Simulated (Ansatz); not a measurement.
# BH₆NSiTe: one species, many methods

One table from this session's results is given with a row withheld; the runs are named, their logs left out.

Program: Ansatz 0.2.0, Gaussian basis. Level of theory: functionals in def2-TZVPP, the program's frozen cores in correlated methods. These are calculated values, not measurements.

Plan: LDA (SPW92), PBE-D4, revPBE-D4, BLYP-D4, r2SCAN-D4, B97M-V, PBE0-D4, B3LYP-D4, r2SCANh-D4, r2SCAN0-D4, HSE06-D4, BHLYP-D4, CAM-B3LYP-D4, LC-ωPBE, ωB97X-V, ωB97M-V, B2PLYP, PBE-QIDH; CCSD(T)/def2-SVP; CCSD(T)/def2-TZVPP; MP2/def2-QZVPP; extrapolation to the limit; RPA on PBE.

### The relaxed structure

The geometry comes from an earlier relaxation with PBE0-D4 in a triple-zeta def2 set; it is a stationary point, not always the lowest conformer. Te takes the def2 core potential; no spin-orbit term is included.

SMILES `B[Te][SiH2]N`, 10 atoms, charge 0, spin multiplicity 1.

Atoms are counted from 1 here; the program's logs count them from 0.

Bond lengths: B1–Te2 2.101 Å, B1–H5 1.192 Å, B1–H6 1.192 Å, Te2–Si3 2.540 Å, Si3–N4 1.711 Å, Si3–H7 1.483 Å, Si3–H8 1.483 Å, N4–H9 1.008 Å, N4–H10 1.008 Å. Angles: Te2–B1–H5 120.8°, Te2–B1–H6 116.8°, H5–B1–H6 122.4°, B1–Te2–Si3 97.1°, Te2–Si3–N4 116.2°, Te2–Si3–H7 106.3°, Te2–Si3–H8 106.5°, N4–Si3–H7 108.6°, N4–Si3–H8 108.4°, H7–Si3–H8 110.8°, Si3–N4–H9 119.0°, Si3–N4–H10 118.9°, H9–N4–H10 110.2°.

The first run:

in.yaml reads:

```yaml
crystal:
  periodic: [false, false, false]
  atoms:
    - {symbol: B, position_ang: [-1.577531, 1.317345, -0.722503]}
    - {symbol: Te, position_ang: [-1.807487, -0.770639, -0.678667]}
    - {symbol: Si, position_ang: [0.487921, -1.319739, 0.261224]}
    - {symbol: N, position_ang: [1.496746, 0.014485, 0.618972]}
    - {symbol: H, position_ang: [-0.565040, 1.827105, -0.355511]}
    - {symbol: H, position_ang: [-2.501928, 1.951128, -1.127238]}
    - {symbol: H, position_ang: [0.254165, -2.083005, 1.511011]}
    - {symbol: H, position_ang: [1.166820, -2.162677, -0.752497]}
    - {symbol: H, position_ang: [1.253735, 0.617439, 1.389923]}
    - {symbol: H, position_ang: [1.875799, 0.557258, -0.141715]}
basis:
  gaussian: {orbitals: def2-TZVPP}
hamiltonian: {xc: lda}
output: {orbitals: {seedname: orbitals}}
```

Steps of the session up to this table: LDA; PBE-D4 (GGA); revPBE-D4 (GGA); BLYP-D4 (GGA); r2SCAN-D4 (meta-GGA); B97M-V (meta-GGA); PBE0-D4 (hybrid); B3LYP-D4 (hybrid); r2SCANh-D4 (hybrid); r2SCAN0-D4 (hybrid); HSE06-D4 (hybrid); BHLYP-D4 (hybrid); CAM-B3LYP-D4 (range-separated); LC-ωPBE (range-separated); ωB97X-V (range-separated); ωB97M-V (range-separated); B2PLYP (double hybrid); PBE-QIDH (double hybrid).

One table of the session follows, with a row left open; its other results are not shown here.

It belongs to the step «Frontier levels by functional». 

```
  functional  HOMO (eV)  LUMO (eV)  gap (eV)
 LDA (SPW92)          ?          ?         ?
      PBE-D4      -6.01      -2.44      3.57
   revPBE-D4      -5.95      -2.35      3.60
     BLYP-D4      -5.81      -2.26      3.55
   r2SCAN-D4      -6.22      -2.19      4.03
      B97M-V      -6.17      -2.22      3.95
     PBE0-D4      -6.93      -1.59      5.33
    B3LYP-D4      -6.70      -1.75      4.95
  r2SCANh-D4      -6.56      -1.89      4.67
  r2SCAN0-D4      -7.07      -1.44      5.63
    HSE06-D4      -6.54      -1.97      4.57
    BHLYP-D4      -7.67      -0.61      7.05
CAM-B3LYP-D4      -8.06      -0.53      7.53
     LC-ωPBE      -9.30       0.52      9.82
     ωB97X-V      -9.01       0.46      9.47
     ωB97M-V      -8.92       0.26      9.19
```

Estimate the missing values for LDA (SPW92).

As computed: HOMO (eV): -6.17; LUMO (eV): -2.68; gap (eV): 3.50.
